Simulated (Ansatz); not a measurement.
# GaBH+ (singlet): wave-function methods side by side, cc-pVDZ

The task here is to estimate one member of a computed series from the others.

Program: Ansatz 0.2.0, Gaussian basis. Level of theory: cc-pVDZ, core rule «outside noble gas», up to 15 orbitals frozen. These are calculated values, not measurements.

Plan: UHF; CCSD(T) on RHF; CCSD(T) on UHF; BCCD(T) on RHF; CISD; CCSDT(Q) on RHF; CCSDT(Q) on UHF; CCSDTQ on RHF; CASSCF and MRCISD+Q, 6 electrons in 9 orbitals; CASSCF and NEVPT2, 6 electrons in 9 orbitals.

33 further runs of the same task are left out: 2 for a known fault of the program, 19 that didn't finish, 12 set aside as unsound or not needed.

## The geometry

The geometry is a PBE0/def2-TZVP stationary point (not a proven minimum) of the parent state, kept for this charge and spin. No spin-orbit coupling is included. The filled d shell of Ga may be among the frozen orbitals whatever the setting's name suggests; the logs give the count.

3 atoms, charge 1, spin multiplicity 1.

Atoms are counted from 1 here; the program's logs count them from 0.

Bond lengths: B1–Ga2 2.185 Å, B1–H3 1.201 Å. Angles: Ga2–B1–H3 177.0°.

Set-up of the first run:

Contents of in.yaml:

```yaml
crystal:
  periodic: [false, false, false]
  atoms:
    - {symbol: B, position_ang: [0.000000, -0.022646, 0.328403]}
    - {symbol: Ga, position_ang: [0.000000, -0.009056, -1.856331]}
    - {symbol: H, position_ang: [0.000000, 0.031702, 1.527927]}
basis:
  gaussian: {orbitals: cc-pVDZ}
total_charge: 1
magnetization: {spin_polarized: true, initial_magnetization: 0}
hamiltonian: {xc: hf}
output: {orbitals: {seedname: orbitals}}
```

Run with:

```bash
$ ansatz run in.yaml --threads 1 --pin off --events-out ev --progress --plain --max-ram 2393MiB
```

Steps of the session up to this table: UHF; CCSD(T) on RHF; CCSD(T) on UHF; BCCD(T) on RHF; CISD; CCSDT(Q) on RHF; CCSDT(Q) on UHF; CCSDTQ on RHF; CASSCF and MRCISD+Q, 6 electrons in 9 orbitals; CASSCF and NEVPT2, 6 electrons in 9 orbitals.

One of the session's tables, all rows but one given; the rest of the session is left out.

```
          method  from RCCSDTQ (kJ/mol)
             RHF                 +327.8
             UHF                 +314.9
            RMP2                  +99.5
            UMP2                      ?
           RCCSD                   +8.1
           UCCSD                  +10.2
        RCCSD(T)                   +2.1
        UCCSD(T)                   +3.5
         BCCD(T)                   +2.1
          RCCSDT                   +0.4
          UCCSDT                   +1.1
       RCCSDT(Q)                   +0.1
       UCCSDT(Q)                   +0.8
         RCCSDTQ                      0
  CASSCF valence                 +109.4
  NEVPT2 valence                  +37.1
  MRCISD valence                   +4.4
MRCISD+Q valence                   +1.8
```

**Question.** Estimate the row for UMP2.

The run gave: from RCCSDTQ (kJ/mol): +112.4. In the column «from RCCSDTQ (kJ/mol)» it lies between CASSCF valence (+109.4) and UHF (+314.9).

Among the levels timed on like hardware and quicker than the yardstick, those that no quicker one beats, quickest first: BCCD(T) (3.8 s, +2.1 kJ/mol); RCCSD(T) (6 s, +2.1 kJ/mol); RCCSDT(Q) (8 s, +0.1 kJ/mol).

Not comparable, so not listed: CISD (they don't share determinant, frozen orbitals or solution with the rows shown, or repeat one).

Caveats from the session: The determinant is far from a pure spin state, so its energy mixes those of several spin states (harmless only where they are near-degenerate, as at dissociation). Of the multireference levels listed MRCISD+Q valence comes nearest in total energy (+1.8 kJ/mol), which doesn't show that its space is the better one. Restricted and unrestricted rows rest on different reference determinants; where their highest levels disagree by more than a few hundredths of an eV, they describe different states and don't form one ladder.
